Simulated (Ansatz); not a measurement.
# CH4F2OSi: the cost of one run

The runs use Ansatz 0.2.0; RKS PBE0-D4/def2-TZVP.

## (1) The system as given

SMILES `OC[SiH](F)F`, 9 atoms, charge 0, spin multiplicity 1.

Atoms are counted from 1 here; the program's logs count them from 0.

Bond lengths: O1–C2 1.423 Å, O1–H6 0.977 Å, C2–Si3 1.885 Å, C2–H7 1.122 Å, C2–H8 1.111 Å, Si3–F4 1.629 Å, Si3–F5 1.640 Å, Si3–H9 1.495 Å. Angles: C2–O1–H6 106.9°, O1–C2–Si3 110.1°, O1–C2–H7 113.3°, O1–C2–H8 107.7°, Si3–C2–H7 109.5°, Si3–C2–H8 110.5°, H7–C2–H8 105.6°, C2–Si3–F4 111.8°, C2–Si3–F5 103.4°, C2–Si3–H9 117.8°, F4–Si3–F5 106.6°, F4–Si3–H9 107.9°, F5–Si3–H9 108.6°.

As a file:

```
O     0.23117   -0.74533   -1.56145
C     0.47496   -0.79053   -0.15974
Si   -0.44495    0.61053    0.70373
F    -2.05176    0.34394    0.74620
F    -0.20789    1.89189   -0.29281
H     0.40432    0.17176   -1.85010
H     1.56465   -0.74113    0.10203
H     0.12202   -1.77581    0.21355
H    -0.00403    0.98848    2.08148
```

This geometry comes from a loose relaxation at PBE in a small basis, which is not shown.

## (3) The grid

The axes are (1) dihedral H6–O1–C2–Si3: 8 values from −180 to 135 °, periodic; (2) dihedral O1–C2–Si3–F4: 8 values from −180 to 135 °, periodic.

Nothing else is relaxed (all other coordinates rigid). Energies count from the relaxed molecule at the same level. Points are written as (first, second).

(The set-up runs are not shown.)

## (4) Grid point (−45°, −135°)

input.yaml reads:

```yaml
crystal:
  periodic: [false, false, false]
  atoms:
    - { symbol: O, position_ang: [0.209, -0.799261, -1.549669] }
    - { symbol: C, position_ang: [0.469503, -0.755077, -0.15529] }
    - { symbol: Si, position_ang: [2.093482, 0.077964, 0.238207] }
    - { symbol: F, position_ang: [2.914205, -0.745394, 1.317513] }
    - { symbol: F, position_ang: [1.734392, 1.480864, 0.905158] }
    - { symbol: H, position_ang: [0.408462, 0.061187, -1.928723] }
    - { symbol: H, position_ang: [0.443441, -1.757352, 0.299976] }
    - { symbol: H, position_ang: [-0.351262, -0.194109, 0.301836] }
    - { symbol: H, position_ang: [2.973788, 0.319798, -0.923959] }
basis:
  gaussian: { orbitals: def2-TZVP }
hamiltonian:
  xc: pbe0
  dispersion: d4
output:
  forces: true
```

The run is started by

```console
$ ansatz run input.yaml --threads 1 --pin off --max-ram 2560MiB --backend cpu --events-out ev --progress --plain --runs-dir out
```

Q: Estimate wall time and peak memory on 1 thread of Arm Neoverse V1, shared host.

About 8.4 s, with a peak of 0.36 GiB.
